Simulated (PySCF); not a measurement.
**CH7GeNS: geometry, electronic excitations**

Wanted: the electronic excitations of CH7GeNS (`C[NH][GeH2][SH]`), by calculation.

Computed with PySCF 2.14.0, with density-fitted response routines of our own, on a single molecule in the gas phase. Atoms are numbered from 0 throughout.

**1. Starting geometry**

11 atoms, charge 0, multiplicity 1; geometry from: GFN2-xTB.

Bonds of the start (Å): C0–N1 1.45, N1–Ge2 1.81, Ge2–S3 2.23, C0–H4 1.09, C0–H5 1.09, C0–H6 1.10, N1–H7 1.01, Ge2–H8 1.51, Ge2–H9 1.50, S3–H10 1.33.

**2. Geometry optimisation at PBE0-D3(BJ)/def2-SVP**

Job settings and geometry (Å):

```
{"job": {"xc": "PBE0", "basis": "def2-SVP", "d3": "d3bj", "grid": 1, "kind": "geom"}, "charge": 0, "multiplicity": 1}
C     -1.550240    -0.369107     0.267783
N     -0.606332     0.406879    -0.518158
Ge     1.064329     0.774508     0.080830
S      2.338046    -1.002068     0.517124
H     -1.438569    -0.088647     1.314881
H     -2.569162    -0.137106    -0.046036
H     -1.395874    -1.450685     0.184855
H     -0.697272     0.196728    -1.502811
H      1.679494     1.641594    -0.985038
H      0.899944     1.494534     1.386568
H      2.281060    -1.463958    -0.725962
```

**Question.** This job is followed by: TDDFT PBE0/aug-cc-pVDZ, vertical, gas phase, core orbitals frozen in the response; TDDFT PBE0/def2-TZVPD, vertical, gas phase, core orbitals frozen in the response. Predict these results of the whole session: point group; rotational constants (main isotopes); lowest singlet (PBE0/aug-cc-pVDZ); brightest single state of those computed; lowest triplet; range of the lowest singlet.

The runs gave:

| quantity | value |
| --- | --- |
| point group | C1 |
| rotational constants (main isotopes) | 5.29, 2.30, 1.74 GHz |
| lowest singlet (PBE0/aug-cc-pVDZ) | 5.31 eV (233 nm), f = 0.013 |
| brightest single state of those computed | state 3, 5.76 eV, f = 0.069 |
| lowest triplet | 5.07 eV |
| range of the lowest singlet | 5.31 to 5.50 eV |

**Reading.** The optimisation took 6 steps and gained 0.063 eV; among the close pairs (by a distance rule), Ge2–H9 changed most, from 1.500 to 1.535 Å. The lowest singlet, at 5.31 eV, is HOMO→LUMO 0.93 and is weak; of the 10 states computed, the strongest absorption comes from state 3 at 5.76 eV (the last state computed is bright too, and its partners may lie past the list). The lowest triplet lies 0.24 eV below the lowest singlet (triplets in Tamm-Dancoff, singlets in full TDDFT). The lowest singlet runs from 5.31 eV (PBE0/aug-cc-pVDZ) to 5.50 eV (PBE0/def2-TZVPD), while the orbital gap spans 6.43 to 6.70 eV. The lowest state need not be the same one in every run.
